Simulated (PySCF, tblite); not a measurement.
**FH6NSi2, a small molecule taken as a stand-in for a surface group (Si site with back bonds N[SiH3], F, [H]): NMR shifts, core binding energies and electronic excitations**

Aim: the NMR shifts, core binding energies and electronic excitations of `F[SiH2]N[SiH3]`.

Computed with tblite 0.8.0 and PySCF 2.14.0; each step states its level. No surroundings beyond the atoms listed, unless a continuum is named. Atoms count from 0, parts from 1.

## (1) The system as given

10 atoms, charge 0, multiplicity 1; geometry: distance geometry start.

## (2) Geometry optimisation with GFN2-xTB

The job: settings as JSON, then the geometry in Å.

```
{"job": {"kind": "relax", "xc": "GFN2-xTB", "basis": "xTB"}, "charge": 0, "multiplicity": 1}
Si     1.317956     0.680358     0.143350
N      0.281264    -0.714429     0.362425
Si    -1.425720    -0.426703     0.526268
F      2.776572     0.370443     0.986611
H      0.687365     1.926397     0.662430
H      1.691017     0.802234    -1.284350
H      0.589381    -1.591320    -0.055288
H     -2.043407     0.271673    -0.582880
H     -2.151696    -1.696521     0.695132
H     -1.683785     0.417329     1.724950
```

Method: GFN2-xTB geometry optimisation, gas phase.

Launch:

```console
OMP_NUM_THREADS=1 python cluster_run.py task.json out
```

This one command runs all jobs of the session in turn.

The log of the run:

```text
step      E/eV     max force
  0    -388.51404    2.130
  1    -388.62389    1.418
  2    -388.68926    1.564
  3    -388.71701    0.463
  4    -388.73572    0.313
  5    -388.75266    0.382
  6    -388.76259    0.381
  7    -388.77683    0.244
  8    -388.78286    0.180
  9    -388.78699    0.151
 10    -388.78977    0.161
 11    -388.79297    0.155
 12    -388.79630    0.171
 13    -388.79967    0.151
 14    -388.80298    0.156
 15    -388.80643    0.187
 16    -388.80987    0.163
 17    -388.81308    0.190
 18    -388.81619    0.209
 19    -388.81915    0.187
 20    -388.82117    0.110
 21    -388.82208    0.060
 22    -388.82256    0.071
 23    -388.82317    0.084
 24    -388.82396    0.089
 25    -388.82460    0.079
 26    -388.82491    0.044
 27    -388.82507    0.038
 28    -388.82527    0.044
 29    -388.82560    0.062
 30    -388.82600    0.065
 31    -388.82633    0.052
 32    -388.82648    0.031
 33    -388.82657    0.032
 34    -388.82667    0.036
 35    -388.82683    0.036
 36    -388.82705    0.053
 37    -388.82727    0.053
 38    -388.82743    0.035
 39    -388.82755    0.038
 40    -388.82769    0.041
 41    -388.82796    0.046
 42    -388.82843    0.064
 43    -388.82906    0.083
 44    -388.82955    0.066
 45    -388.82982    0.033
 46    -388.83003    0.042
 47    -388.83038    0.052
 48    -388.83101    0.093
 49    -388.83186    0.118
 50    -388.83267    0.099
 51    -388.83328    0.056
 52    -388.83376    0.068
 53    -388.83447    0.081
 54    -388.83583    0.120
 55    -388.83692    0.203
 56    -388.83930    0.149
 57    -388.84091    0.125
 58    -388.84169    0.076
 59    -388.84212    0.083
 60    -388.84240    0.181
 61    -388.84296    0.080
 62    -388.84351    0.053
 63    -388.84523    0.091
 64    -388.84659    0.097
 65    -388.84755    0.186
 66    -388.84560    0.374
 67    -388.84830    0.110
 68    -388.84837    0.062
 69    -388.84871    0.044
 70    -388.84879    0.046
 71    -388.84891    0.028
 72    -388.84900    0.026
 73    -388.84910    0.021
 74    -388.84917    0.019
 75    -388.84924    0.033
 76    -388.84930    0.025
 77    -388.84937    0.017
 78    -388.84941    0.014
 79    -388.84943    0.014
 80    -388.84945    0.012
 81    -388.84946    0.008
 82    -388.84946    0.003
```

It took 0.78 s on 1 thread of AMD EPYC 9R45, shared host.

Relaxation path:

```csv
step,energy from step 0 (eV),largest force (eV/Å)
0,0.0000,2.1300
3,-0.2030,0.4633
6,-0.2485,0.3812
9,-0.2729,0.1513
12,-0.2823,0.1708
15,-0.2924,0.1875
18,-0.3021,0.2089
21,-0.3080,0.0605
24,-0.3099,0.0894
27,-0.3110,0.0381
30,-0.3120,0.0643
33,-0.3125,0.0326
36,-0.3130,0.0537
39,-0.3135,0.0382
42,-0.3144,0.0638
45,-0.3158,0.0328
48,-0.3170,0.0935
51,-0.3192,0.0553
54,-0.3218,0.1191
57,-0.3269,0.1257
60,-0.3284,0.1813
63,-0.3312,0.0917
66,-0.3316,0.3739
69,-0.3347,0.0441
72,-0.3350,0.0260
75,-0.3352,0.0336
78,-0.3354,0.0137
81,-0.3354,0.0083
82,-0.3354,0.0033
```

Distances of close pairs at the start and the end, largest changes first:

```csv
bond,before (Å),after (Å),change (Å)
Si0–F3,1.713,1.610,-0.103
Si0–H4,1.490,1.456,-0.034
Si0–N1,1.752,1.720,-0.032
Si0–H5,1.481,1.453,-0.028
Si2–H9,1.489,1.468,-0.021
Si2–H7,1.449,1.462,+0.013
N1–H6,1.019,1.008,-0.011
Si2–H8,1.472,1.462,-0.010
```

## (3) Optimising the geometry at PBE0-D3(BJ)/def2-SVP

The job: settings as JSON, then the geometry in Å.

```
{"job": {"xc": "PBE0", "basis": "def2-SVP", "d3": "d3bj", "grid": 2, "kind": "geom", "shake": 0.01}, "charge": 0, "multiplicity": 1}
Si     1.355505     0.691821    -0.223578
N      0.193441    -0.522805     0.145659
Si    -1.553181    -0.462993     0.105955
F      2.801507     0.031694     0.022662
H      1.286599     1.844119     0.674141
H      1.284839     1.066482    -1.641114
H      0.608522    -1.330631     0.593695
H     -1.901262     0.173015    -1.153229
H     -1.979750    -1.844792     0.231132
H     -2.054670     0.328507     1.246151
```

The log of the run:

```text
step   0  E = -736.56873932  max force = 0.023848
step   1  E = -736.57255600  max force = 0.002718
step   2  E = -736.57276931  max force = 0.000919
step   3  E = -736.57290422  max force = 0.001173
step   4  E = -736.57317120  max force = 0.002882
step   5  E = -736.57400494  max force = 0.009440
step   6  E = -736.57478952  max force = 0.006720
step   7  E = -736.57680030  max force = 0.003014
step   8  E = -736.57782068  max force = 0.003409
step   9  E = -736.57809089  max force = 0.001693
step  10  E = -736.57815194  max force = 0.001135
step  11  E = -736.57817643  max force = 0.000568
step  12  E = -736.57818362  max force = 0.000587
step  13  E = -736.57819056  max force = 0.000655
step  14  E = -736.57819803  max force = 0.000444
optimisation converged
```

Run time: 34 s. Hardware: 1 thread of AMD EPYC 9R45, shared host; peak memory 0.48 GiB.

The steps of the relaxation:

```
step  energy from step 0 (eV)  largest force component (eV/Å)
   0                   0.0000                          1.2263
   1                  -0.1039                          0.1398
   2                  -0.1097                          0.0473
   3                  -0.1133                          0.0603
   4                  -0.1206                          0.1482
   5                  -0.1433                          0.4854
   6                  -0.1646                          0.3456
   7                  -0.2194                          0.1550
   8                  -0.2471                          0.1753
   9                  -0.2545                          0.0871
  10                  -0.2561                          0.0584
  11                  -0.2568                          0.0292
  12                  -0.2570                          0.0302
  13                  -0.2572                          0.0337
  14                  -0.2574                          0.0228
```

Close pairs (by a distance rule), those that changed most:

| bond | before (Å) | after (Å) | change (Å) |
| --- | --- | --- | --- |
| Si2–H8 | 1.452 | 1.495 | +0.044 |
| Si2–H7 | 1.453 | 1.491 | +0.038 |
| Si0–H4 | 1.462 | 1.487 | +0.025 |
| Si0–F3 | 1.609 | 1.628 | +0.019 |
| Si2–H9 | 1.476 | 1.495 | +0.019 |
| Si0–H5 | 1.468 | 1.485 | +0.017 |
| N1–H6 | 1.013 | 1.018 | +0.005 |
| Si0–N1 | 1.721 | 1.720 | -0.001 |

The final coordinates are the input of the step that follows.

```csv
at the end point,value
point group (found at 0.08 Å tolerance),C1
"rotational constants (GHz, main isotopes)","11.219, 2.014, 1.881"
dipole moment (D),1.79
```

## (4) NMR shieldings: PBE0/pcSseg-2

The job: settings as JSON, then the geometry in Å.

```
{"job": {"kind": "nmr", "xc": "PBE0", "basis": "pcSseg-2"}, "charge": 0, "multiplicity": 1}
Si     1.276793     0.807448    -0.254145
N      0.095156    -0.084456     0.621750
Si    -1.396313    -0.778275     0.031812
F      2.385427    -0.161306    -0.949000
H      2.023281     1.683653     0.687069
H      0.605095     1.547885    -1.351973
H      0.364777    -0.342829     1.568301
H     -1.615405    -0.223130    -1.334807
H     -1.342184    -2.270961    -0.041641
H     -2.541595    -0.409930     0.919170
```

Level: GIAO PBE0/pcSseg-2 NMR shielding, non-relativistic, gas phase.

The log of the run:

```text
coarse grid: 9120 points
cycle   1  E = -736.9091293190  dE =  3.276e-02  |g| = 6.638e-01  |ddm| = 2.284e+00
cycle   2  E = -736.8119148821  dE =  9.721e-02  |g| = 1.019e+00  |ddm| = 8.277e-01
cycle   3  E = -736.9829465121  dE = -1.710e-01  |g| = 5.189e-02  |ddm| = 5.310e-01
cycle   4  E = -736.9832685328  dE = -3.220e-04  |g| = 2.398e-02  |ddm| = 3.932e-02
cycle   5  E = -736.9833416071  dE = -7.307e-05  |g| = 1.100e-02  |ddm| = 1.619e-02
cycle   6  E = -736.9833667280  dE = -2.512e-05  |g| = 6.026e-04  |ddm| = 6.120e-03
cycle   7  E = -736.9833668128  dE = -8.476e-08  |g| = 1.480e-04  |ddm| = 7.162e-04
final grid: 78680 points
cycle   8  E = -736.9902522649  dE = -3.926e-05  |g| = 5.124e-03  |ddm| = 1.943e-02
cycle   9  E = -736.9902455528  dE =  6.712e-06  |g| = 7.598e-03  |ddm| = 5.997e-03
cycle  10  E = -736.9902572963  dE = -1.174e-05  |g| = 3.467e-04  |ddm| = 3.761e-03
cycle  11  E = -736.9902573083  dE = -1.196e-08  |g| = 2.469e-04  |ddm| = 2.722e-04
cycle  12  E = -736.9902573173  dE = -9.004e-09  |g| = 4.082e-05  |ddm| = 1.184e-04
cycle  13  E = -736.9902573175  dE = -2.269e-10  |g| = 4.596e-06  |ddm| = 2.207e-05
converged SCF energy = -736.9902573175

GIAO shielding tensors (ppm)
atom      isotropic    diamagn.    paramagn.     s11        s22        s33       span
  0 Si     362.663     875.425    -512.762    335.404    373.251    379.333     43.928
  1 N      224.218     323.329     -99.111    177.938    245.892    248.824     70.886
  2 Si     391.291     877.109    -485.818    351.580    365.518    456.775    105.195
  3 F      326.592     468.038    -141.446    257.168    333.158    389.450    132.282
  4 H       26.245      28.100      -1.855     22.747     24.634     31.354      8.607
  5 H       26.334      29.148      -2.814     23.241     25.089     30.672      7.432
  6 H       30.088      32.262      -2.174     23.036     27.639     39.588     16.552
  7 H       26.481      29.109      -2.628     23.743     25.417     30.282      6.539
  8 H       26.348      28.251      -1.903     22.944     24.630     31.470      8.526
  9 H       26.433      28.194      -1.762     23.091     24.661     31.546      8.455
```

It took 14 s on 1 thread of AMD EPYC 9R45, shared host; peak memory 0.91 GiB.

Shifts follow as δ = σ(reference) − σ, with reference shieldings (ppm) from runs at the same level and on the same kind of geometry: 1H TMS 31.25, 29Si TMS 341.3, 19F CFCl3 175.8, 15N NH3 261.7. The references are single molecules in the gas phase, so shifts against H2O, NH3, PH3, H3PO4 or CFCl3 are not on the usual liquid scales and can be off by tens of ppm.

| atoms | environment | σ (ppm) | δ (ppm) |
| --- | --- | --- | --- |
| H4 | hydrogen on a silicon bonded to F, N | 26.25 | 5.00 |
| H5 | hydrogen on a silicon bonded to F, N | 26.33 | 4.91 |
| H8 | hydrogen on a silicon bonded to N | 26.35 | 4.90 |
| H9 | hydrogen on a silicon bonded to N | 26.43 | 4.81 |
| H7 | hydrogen on a silicon bonded to N | 26.48 | 4.76 |
| H6 | hydrogen on a nitrogen bonded to 2 Si | 30.09 | 1.16 |
| Si0 | silicon bonded to F, N, 2 H | 362.7 | -21.4 |
| Si2 | silicon bonded to N, 3 H | 391.3 | -50.0 |
| N1 | nitrogen bonded to 2 Si, H | 224.2 | 37.5 |
| F3 | fluorine bonded to Si | 326.6 | -150.8 |

The run also stored atomic charges by several schemes (e):

```csv
atoms,Mulliken,IAO,Hirshfeld,ESP fit
Si0,1.00,1.18,0.45,0.66
N1,-0.76,-0.95,-0.34,-0.74
Si2,0.72,0.76,0.36,0.48
F3,-0.42,-0.55,-0.22,-0.30
```

Mayer bond orders: Si0–N1 1.00, N1–Si2 0.89, Si0–F3 0.90.

## (5) X-ray photoelectron lines: SCAN, X2C

The job, as its differences from that of step 4:

```diff
@@ -1,2 +1,2 @@
-{"job": {"kind": "nmr", "xc": "PBE0", "basis": "pcSseg-2"}, "charge": 0, "multiplicity": 1}
+{"job": {"kind": "xps", "holes": 5}, "charge": 0, "multiplicity": 1}
 Si     1.276793     0.807448    -0.254145
```

With the program's defaults for keys left out, this is: delta-SCF UKS SCAN, pcX-2 on the ionised atom, pcseg-1 elsewhere, spin-free X2C.

The log of the run:

```text
ground state, core basis on atom 0 (Si), 136 functions
  cycle   1  E = -738.43751834  |g| = 6.64e-01
  cycle   2  E = -738.26020004  |g| = 1.17e+00
  cycle   3  E = -738.51733930  |g| = 6.77e-02
  cycle   4  E = -738.51817176  |g| = 3.53e-02
  cycle   5  E = -738.51837072  |g| = 1.38e-02
  cycle   6  E = -738.51841518  |g| = 1.63e-03
  cycle   7  E = -738.51841773  |g| = 3.28e-04
  E(ground) = -738.53848643 Eh
hole in Si 2p of atom 0
  cycle   1  E = -734.21196559  |g| = 1.23e+00
  cycle   2  E = -734.01274965  |g| = 1.17e+00
  cycle   3  E = -734.45080849  |g| = 3.84e-01
  cycle   4  E = -734.51451728  |g| = 1.44e-01
  cycle   5  E = -734.52257251  |g| = 4.27e-02
  cycle   6  E = -734.52347039  |g| = 1.38e-02
  cycle   7  E = -734.52351461  |g| = 9.42e-03
  cycle   8  E = -734.52354685  |g| = 1.22e-03
  cycle   9  E = -734.52354939  |g| = 1.77e-04
  E(ion) = -734.55552123 Eh   <S^2> = 0.7515   hole on atom = 1.003   binding energy = 108.382 eV
  2p3/2 = 108.139 eV   2p1/2 = 108.765 eV
ground state, core basis on atom 1 (N), 125 functions
  cycle   1  E = -738.42820862  |g| = 7.71e-02
  cycle   2  E = -738.42821990  |g| = 3.01e-02
  cycle   3  E = -738.42822425  |g| = 3.26e-02
  cycle   4  E = -738.42840398  |g| = 4.95e-03
  cycle   5  E = -738.42840784  |g| = 4.80e-04
  E(ground) = -738.48766992 Eh
hole in N 1s of atom 1
  cycle   1  E = -722.84208909  |g| = 1.87e+00
  cycle   2  E = -722.18014586  |g| = 2.08e+00
  cycle   3  E = -723.50088191  |g| = 4.01e-01
  cycle   4  E = -723.53556827  |g| = 2.48e-01
  cycle   5  E = -723.55433163  |g| = 6.44e-02
  cycle   6  E = -723.55574117  |g| = 8.04e-03
  cycle   7  E = -723.55577516  |g| = 2.33e-03
  cycle   8  E = -723.55578089  |g| = 8.19e-04
  cycle   9  E = -723.55578040  |g| = 1.70e-04
  E(ion) = -723.61432491 Eh   <S^2> = 0.7654   hole on atom = 1.000   binding energy = 404.724 eV
ground state, core basis on atom 2 (Si), 136 functions
  cycle   1  E = -738.50875942  |g| = 2.88e-01
  cycle   2  E = -738.50884285  |g| = 4.11e-02
  cycle   3  E = -738.50881676  |g| = 3.28e-02
  cycle   4  E = -738.50895336  |g| = 1.16e-02
  cycle   5  E = -738.50898439  |g| = 1.35e-03
  cycle   6  E = -738.50898472  |g| = 3.20e-04
  E(ground) = -738.52908729 Eh
hole in Si 2p of atom 2
  cycle   1  E = -734.22552723  |g| = 1.23e+00
  cycle   2  E = -734.16643149  |g| = 1.03e+00
  cycle   3  E = -734.51391758  |g| = 2.27e-01
  cycle   4  E = -734.53646430  |g| = 1.13e-01
  cycle   5  E = -734.54138925  |g| = 4.32e-02
  cycle   6  E = -734.54233028  |g| = 7.23e-03
  cycle   7  E = -734.54233761  |g| = 5.79e-03
  cycle   8  E = -734.54235055  |g| = 1.09e-03
  cycle   9  E = -734.54235055  |g| = 1.52e-04
  E(ion) = -734.57378783 Eh   <S^2> = 0.7516   hole on atom = 1.003   binding energy = 107.629 eV
  2p3/2 = 107.398 eV   2p1/2 = 108.022 eV
ground state, core basis on atom 3 (F), 125 functions
  cycle   1  E = -738.45788939  |g| = 1.25e-01
  cycle   2  E = -738.45719512  |g| = 9.39e-02
  cycle   3  E = -738.45776881  |g| = 6.85e-02
  cycle   4  E = -738.45838064  |g| = 5.98e-03
  cycle   5  E = -738.45838513  |g| = 1.91e-03
  cycle   6  E = -738.45838751  |g| = 2.59e-04
  E(ground) = -738.52170077 Eh
hole in F 1s of atom 3
  cycle   1  E = -712.12680917  |g| = 2.58e+00
  cycle   2  E = -712.03130250  |g| = 2.14e+00
  cycle   3  E = -712.94757178  |g| = 4.20e-01
  cycle   4  E = -712.92945648  |g| = 4.20e-01
  cycle   5  E = -713.01774733  |g| = 4.30e-02
  cycle   6  E = -713.01864076  |g| = 1.02e-02
  cycle   7  E = -713.01870102  |g| = 2.41e-03
  cycle   8  E = -713.01870486  |g| = 6.81e-04
  cycle   9  E = -713.01870413  |g| = 1.64e-04
  E(ion) = -713.08804785 Eh   <S^2> = 0.7567   hole on atom = 1.000   binding energy = 692.085 eV
```

It took 9.5 s on 1 thread of AMD EPYC 9R45, shared host; peak memory 0.44 GiB.

Binding energies by hole, beside the orbital energy of the ground state; the difference holds orbital relaxation and, for a density functional, its self-interaction error:

```csv
hole,stands for,environment,ΔSCF (eV; 2p as the shell's mean),−ε (eV),⟨S²⟩
Si2p on Si0,Si0,"silicon bonded to F, N, 2 H",108.35,97.2,0.752
N1s on N1,N1,"nitrogen bonded to 2 Si, H",404.72,386.0,0.765
Si2p on Si2,Si2,"silicon bonded to N, 3 H",107.61,96.6,0.752
F1s on F3,F3,fluorine bonded to Si,692.08,666.1,0.757
```

With the spin-orbit splitting: Si0 2p3/2 108.14, 2p1/2 108.76 eV; Si2 2p3/2 107.40, 2p1/2 108.02 eV. The table gives each 2p level as the mean over the whole 2p shell (two parts 2p3/2, one part 2p1/2), which differs a little from the single hole in the log.

## (6) Ultraviolet spectrum: CAM-B3LYP/def2-SVPD

The job, as its differences from that of step 5:

```diff
@@ -1,2 +1,2 @@
-{"job": {"kind": "xps", "holes": 5}, "charge": 0, "multiplicity": 1}
+{"job": {"kind": "uv", "xc": "CAM-B3LYP", "basis": "def2-SVPD", "nstates": 6, "ntriplets": 2, "ip": true}, "charge": 0, "multiplicity": 1}
 Si     1.276793     0.807448    -0.254145
```

Level: TDDFT CAM-B3LYP/def2-SVPD, vertical, gas phase, core orbitals frozen in the response.

The log of the run:

```text
coarse grid: 9120 points
cycle   1  E = -736.8035055792  dE =  9.412e-03  |g| = 6.042e-01  |ddm| = 3.537e+00
cycle   2  E = -736.7746696837  dE =  2.884e-02  |g| = 7.682e-01  |ddm| = 1.168e+00
cycle   3  E = -736.8746760153  dE = -1.000e-01  |g| = 4.296e-02  |ddm| = 5.459e-01
cycle   4  E = -736.8749810904  dE = -3.051e-04  |g| = 2.269e-02  |ddm| = 9.305e-02
cycle   5  E = -736.8750700980  dE = -8.901e-05  |g| = 8.460e-03  |ddm| = 2.783e-02
cycle   6  E = -736.8750859634  dE = -1.587e-05  |g| = 4.399e-04  |ddm| = 1.041e-02
cycle   7  E = -736.8750860399  dE = -7.658e-08  |g| = 1.385e-04  |ddm| = 1.398e-03
final grid: 78680 points
cycle   8  E = -736.9643666724  dE = -5.736e-06  |g| = 2.182e-03  |ddm| = 1.858e-02
cycle   9  E = -736.9643660495  dE =  6.229e-07  |g| = 2.869e-03  |ddm| = 4.112e-03
cycle  10  E = -736.9643676591  dE = -1.610e-06  |g| = 7.889e-05  |ddm| = 2.206e-03
cycle  11  E = -736.9643676608  dE = -1.684e-09  |g| = 6.612e-05  |ddm| = 2.565e-04
cycle  12  E = -736.9643676616  dE = -7.838e-10  |g| = 1.242e-05  |ddm| = 5.749e-05
converged SCF energy = -736.9643676616

Static polarisability (au): isotropic 60.532, principal 54.614 56.621 70.362

Singlet excitations
state   eV       nm        f      main configurations
  1   6.7572    183.5   0.00697   H->L 0.95
  2   7.8764    157.4   0.02805   H->L+1 0.54, H->L+2 0.21
  3   8.0028    154.9   0.04434   H->L+2 0.61, H->L+1 0.30
  4   8.1040    153.0   0.00125   H->L+3 0.68, H->L+5 0.12, H->L+4 0.10
  5   8.4050    147.5   0.07017   H->L+4 0.69, H->L+5 0.14
  6   8.4729    146.3   0.00819   H-1->L 0.58, H->L+6 0.13

Triplet excitations (Tamm-Dancoff, eV): 6.3924 7.3604
Vertical ionisation energy (delta-SCF) = 10.3121 eV
```

It took 12 s on 1 thread of AMD EPYC 9R45, shared host; peak memory 0.68 GiB.

Frontier orbitals and where they lie:

```csv
orbital,eV,atoms
HOMO−3,-11.74,"Si2 33 %, N1 18 %, H8 17 %"
HOMO−2,-11.30,"Si2 30 %, H7 25 %, N1 8 %"
HOMO−1,-10.92,"Si0 27 %, H4 21 %, H5 15 %"
HOMO,-9.49,"N1 54 %, Si2 15 %, H8 9 %"
LUMO,0.74,"Si2 27 %, Si0 18 %, H6 15 %"
LUMO+1,1.42,"Si2 49 %, H9 13 %, H8 12 %"
LUMO+2,1.54,"Si0 36 %, F3 14 %, H5 13 %"
```

With each of the 6 states as a Gaussian band of 0.4 eV half-width at 1/e, the curve within the window shown has maxima at 183 nm (ε 280), 151 nm (ε 4,400) L/(mol cm). Beyond the last state computed it falls off for lack of states. The curve at chosen wavelengths:

```
 nm  ε (L/mol/cm)
141          1463
143          2387
146          3686
148          4221
151          4436
153          4268
155          3899
158          3033
160          2342
163          1367
165           867
167           519
170           244
172           178
175           180
177           212
179           247
182           280
184           281
187           250
189           215
191           175
194           116
196            83
199            47
201            30
```

Further results of this job:

| property | computed |
| --- | --- |
| dipole moment (D) | 1.86 |
| polarisability (Å³) | 8.97 |
| HOMO–LUMO gap (eV) | 10.23 |
| −ε(HOMO) (eV) | 9.49 |

## (7) What came out

| quantity | value |
| --- | --- |
| point group | C1 |
| rotational constants (main isotopes) | 11.22, 2.01, 1.88 GHz |
| 1H shifts against TMS (PBE0/pcSseg-2) | 5.00, 4.91, 4.90, 4.81, 4.76, 1.16 ppm |
| 29Si shifts against TMS (PBE0/pcSseg-2) | -21.4, -50.0 ppm |
| 15N shifts against NH3 (PBE0/pcSseg-2) | 37.5 ppm |
| 19F shifts against CFCl3 (PBE0/pcSseg-2) | -150.8 ppm |
| Si2p binding energies, SCAN/pcX-2 | Si0 108.35, Si2 107.61 eV |
| N1s binding energies, SCAN/pcX-2 | N1 404.72 eV |
| F1s binding energies, SCAN/pcX-2 | F3 692.08 eV |
| lowest singlet (CAM-B3LYP/def2-SVPD) | 6.76 eV (183 nm), f = 0.007 |
| brightest single state of those computed | state 5, 8.40 eV, f = 0.070 |
| lowest triplet | 6.39 eV |
| vertical ionisation energy (ΔSCF) | 10.31 eV |

**Reading.** The start of the PBE0/def2-SVP relaxation was shaken at random by about 0.01 Å, so part of the energy gained, and of the first lengths quoted, undoes that. Over 14 steps the energy fell by 0.257 eV; of the close pairs, Si2–H8 changed most, 1.452 to 1.495 Å (PBE0/def2-SVP). Hydrogens of an XH3 group are listed apart at this fixed geometry; free rotation makes them one line at their mean. At PBE0/pcSseg-2: The widest tensor belongs to F3: span 132 ppm, with a paramagnetic part of -141 ppm. At SCAN/pcX-2: Si0 (silicon bonded to F, N, 2 H) binds its Si2p electron 0.74 eV more tightly than Si2 (silicon bonded to N, 3 H). The first singlet state (HOMO→LUMO 0.95) lies at 6.76 eV and is weak; of the 6 states computed, the strongest absorption comes from state 5 at 8.40 eV. The lowest triplet lies 0.36 eV below the lowest singlet (triplets in Tamm-Dancoff, singlets in full TDDFT). The orbital energy would give 9.49 eV for ionisation, ΔSCF gives 10.31 eV.
